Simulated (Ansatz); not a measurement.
Crystal: CuI2.

```
Cu I
1.0
     3.51126    3.51126    7.02251
     3.51126   -3.51126    0.00000
     3.51126    3.51126    0.00000
Cu I
2 4
Direct
  0.00000 0.00000 0.00000
  0.50000 0.50000 0.00000
  0.25000 0.00000 0.25000
  0.75000 0.50000 0.25000
  0.75000 0.00000 0.75000
  0.25000 0.50000 0.75000
```

The cell comes from a database or a generator and needn't be the stable form of this composition.

The cell isn't the ideal one: another cell of the same crystal, with 6 atoms.

Base run:

| Property | Result |
| --- | --- |
| Program | Ansatz 0.2.0 |
| Functional | LDA |
| Potentials or basis | Ansatz PAW |
| Cutoff | 420 eV (not typed: the program's choice for these potentials) |
| k mesh | 5 × 5 × 5 |
| Occupations | gaussian, width 0.05 eV |
| Spin | collinear spin, antiferromagnetic start |
| Starting moments | [0.6, -0.6, 0.0, 0.0, 0.0, 0.0] μB |
| Hubbard terms | Cu d U = 3 eV |

Its results: band gap on the k mesh none (metal or under the smearing width); pressure -1.8 GPa; net moment 0.00 μB per cell.

The run is repeated on the same cell with these changes: functional from LDA to r2SCAN; cutoff from 420 eV (not typed: the program's choice for these potentials) to 500 eV (not typed: the program's choice for these potentials); hubbard terms from Cu d U = 3 eV to Cu d U = 7 eV. What comes out?

Band gap on the k mesh none (metal or under the smearing width); pressure 2.8 GPa; net moment 0.00 μB per cell.

Several settings changed at once, so the effect can't be laid on one alone.

Caveats: the magnetic or orbital state may not be the lowest; the PAW data sets come from PBE, with cores solved anew for the run's functional, which leaves a small shift of forces and pressure; the starting moments weren't kept.
